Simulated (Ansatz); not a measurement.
Crystal: HPbNO4.

```xyz
14
Lattice="6.4345 0.0000 0.0087 0.0000 4.1109 0.0000 -3.1488 0.0000 7.7203" Properties=species:S:1:pos:R:3 pbc="T T T"
H     0.2769    0.3972    3.9549
H     3.0088    2.4526    3.7740
Pb    5.4168    2.4873    2.2678
Pb   -2.1311    0.4318    5.4611
N     1.3145    1.5041    6.1266
N     1.9712    3.5595    1.6024
O    -0.6130    0.3781    3.5271
O     0.1283    1.8988    6.2234
O     2.2065    1.9134    6.9088
O     1.6376    0.6685    5.2028
O     3.8987    2.4336    4.2019
O     3.1574    3.9543    1.5056
O     1.0791    3.9688    0.8202
O     1.6481    2.7240    2.5262
```

The cell was built by a generator and needn't be a form met in nature.

Base run:

```yaml
Program: Ansatz 0.2.0
Functional: PBE
Potentials_or_basis: SPMS NC
Cutoff: "1034 eV (not typed: the program's choice for these potentials)"
k_mesh: 5 × 7 × 4
Occupations: fermi-dirac, width 0.05 eV
Spin: no spin polarisation
```

Its results: band gap on the k mesh 3.26 eV, indirect (least direct gap 3.35 eV); pressure -0.1 GPa; largest force 0.171 eV/Å.

Problem. The run is repeated on the same cell with these changes: functional from PBE to PBEsol; potentials or basis from SPMS NC to Ansatz PAW; cutoff from 1034 eV (not typed: the program's choice for these potentials) to 420 eV (not typed: the program's choice for these potentials). What comes out?

Solution. Band gap on the k mesh 3.29 eV, indirect (least direct gap 3.37 eV); pressure -2.8 GPa; largest force 0.448 eV/Å.

Caveats: spin-orbit coupling is left out, which as a rule narrows the gap of such compounds by several tenths of an eV; odd divisions of the mesh miss points on the zone boundary, where band edges often lie, so the gap on the mesh can be too wide (some runs); the PAW data sets come from PBE, with cores solved anew for the run's functional, which leaves a small shift of forces and pressure (some runs).
